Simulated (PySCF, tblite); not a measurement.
**C3H10BNSi: geometry, infrared bands and NMR shifts**

Aim: predict the infrared bands and NMR shifts of C3H10BNSi (`[H]/N=C/[SiH2]B(C)C`).

Computed with tblite 0.8.0 and PySCF 2.14.0, with density-fitted response routines of our own, on a single molecule in the gas phase. Atoms count from 0, in the outputs and in this text.

### 1 The starting structure

16 atoms, charge 0, multiplicity 1; geometry from: force field or distance geometry start.

Bonds of the start (Å): C0–B1 1.59, B1–C2 1.59, B1–Si3 1.94, Si3–C4 1.85, C4–N5 1.28, C0–H6 1.12, C0–H7 1.12, C0–H8 1.09, C2–H9 1.12, C2–H10 1.12, C2–H11 1.10, Si3–H12 1.45, Si3–H13 1.48, C4–H14 1.07, N5–H15 1.05.

### 2 Geometry optimisation with GFN2-xTB

What the job is given:

```
{"job": {"kind": "relax", "xc": "GFN2-xTB", "basis": "xTB"}, "charge": 0, "multiplicity": 1}
C     -0.933000     1.530700     0.436500
B     -0.751600    -0.015100     0.095300
C     -2.077000    -0.896200     0.075200
Si     0.805800    -0.649900    -0.875500
C      2.321700    -0.466300     0.163500
N      2.801300     0.713000     0.262400
H     -1.577500     1.911100    -0.397500
H     -1.547700     1.676800     1.356100
H      0.007700     2.088900     0.473200
H     -2.683600    -0.638100     0.981000
H     -1.761300    -1.966600     0.076000
H     -2.590500    -0.644500    -0.864600
H      0.940000    -0.035200    -2.180200
H      0.628200    -2.102400    -1.095200
H      2.752600    -1.330800     0.631000
H      3.657300     0.833600     0.851300
```

Launch:

```bash
> OMP_NUM_THREADS=1 python probes_run.py task.json out
```

This one command runs all jobs of the session in turn.

**Question.** This job is followed by: GFN2-xTB harmonic vibrations, gas phase; GIAO PBE0/pcSseg-1 NMR shielding, non-relativistic, gas phase. What will the session give for the following? strongest single infrared mode (GFN2-xTB); zero-point energy (GFN2-xTB); ¹³C shifts against TMS (PBE0/pcSseg-1, means over atoms taken as alike); ¹H shifts against TMS (PBE0/pcSseg-1, means over atoms taken as alike); ¹¹B shifts against BF3·OEt2 (PBE0/pcSseg-1); ²⁹Si shifts against TMS (PBE0/pcSseg-1); ¹⁵N shifts against NH3 (PBE0/pcSseg-1).

The runs gave:

```
                                                               quantity                        value
                              strongest single infrared mode (GFN2-xTB)        2114 cm⁻¹, 500 km/mol
                                           zero-point energy (GFN2-xTB)                76.5 kcal/mol
¹³C shifts against TMS (PBE0/pcSseg-1, means over atoms taken as alike)              194.1, 27.0 ppm
 ¹H shifts against TMS (PBE0/pcSseg-1, means over atoms taken as alike)  12.60, 9.68, 4.22, 1.76 ppm
                            ¹¹B shifts against BF3·OEt2 (PBE0/pcSseg-1)                    105.8 ppm
                                ²⁹Si shifts against TMS (PBE0/pcSseg-1)                    -85.0 ppm
                                 ¹⁵N shifts against NH3 (PBE0/pcSseg-1)                    423.7 ppm
```

**Reading.** Over 135 steps the energy fell by 0.440 eV; of the close pairs, Si3–C4 changed most, 1.847 to 1.911 Å. The lowest mode is imaginary (55i cm⁻¹), so the xTB geometry is not a minimum. The strongest single mode, at 2114 cm⁻¹, moves mainly H13 and H12. Unscaled tight-binding wavenumbers are off by several per cent, some by more. Its intensities can rank the bands wrongly. At PBE0/pcSseg-1: Shielding is most anisotropic at N5 (span 784 ppm, paramagnetic term -479 ppm).
